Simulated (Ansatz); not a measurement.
# Ni3Ge: the cost of one run

Computed with Ansatz 0.2.0 (DFT LDA, scalar-relativistic, plane waves, PAW, unless a step's input says otherwise).

1 further run of the same task is left out (set aside as unsound or not needed).

## Step 1: Starting point

It takes space group Pm-3m (No. 221, cubic). Conventional cell: a = 3.491 Å, b = 3.491 Å, c = 3.491 Å, α = 90.00°, β = 90.00°, γ = 90.00°. Ni (site symmetry 4/mmm) is surrounded by 8 Ni at 2.47 Å and 4 Ge at 2.47 Å. Ge (site symmetry m-3m) is surrounded by 12 Ni at 2.47 Å.

As a file:

```xyz
4
Lattice="3.4905 0.0000 0.0000 0.0000 3.4905 0.0000 0.0000 0.0000 3.4905" Properties=species:S:1:pos:R:3 pbc="T T T"
Ni    1.7453    0.0000    1.7453
Ni    0.0000    1.7453    1.7453
Ni    1.7453    1.7453    0.0000
Ge    0.0000    0.0000    0.0000
```

It goes back to an entry of the Materials Project, which need not be the stable form.

It is the result of an earlier relaxation at this level (volume 10.63 Å³/atom; gap on the mesh: none (metal)).

## Step 2: Relaxing at 2 GPa

What is minimised here is the enthalpy; the energy can go up as the cell is squeezed.

Contents of input.yaml:

```yaml
crystal:
  lattice:
    - [3.4905407635, 0.0, 0.0]
    - [0.0, 3.4905407635, 0.0]
    - [0.0, 0.0, 3.4905407635]
  atoms:
    - { symbol: Ni, position: [0.5, 0.0, 0.5] }
    - { symbol: Ni, position: [0.0, 0.5, 0.5] }
    - { symbol: Ni, position: [0.5, 0.5, 0.0] }
    - { symbol: Ge, position: [0.0, 0.0, 0.0] }
basis:
  ecutwfc: 420
kpoints:
  mp_grid: { grid: [12, 12, 12] }
hamiltonian:
  xc: lda
scf:
  occupations: { method: fermi_dirac, width: 0.15 }
output:
  forces: true
  stress: true
  eigenvalues: true
  write_density: true
  write_potential: true
  elf: true
  volumetric_format: npy
relax:
  adjacent_minimum: "off"
  f_tol: 0.001
  max_steps: 60
  cell: { stress_tol: 0.02, p_target: 2.0 }
```

Run with:

```sh
ansatz run input.yaml --threads 2 --pin off --max-ram 6144MiB --backend cpu --events-out ev --progress --plain --runs-dir out
```

Q: Estimate wall time and peak memory on 2 threads of Arm Neoverse V2, shared host.

About 17 s, with a peak of 0.42 GiB.
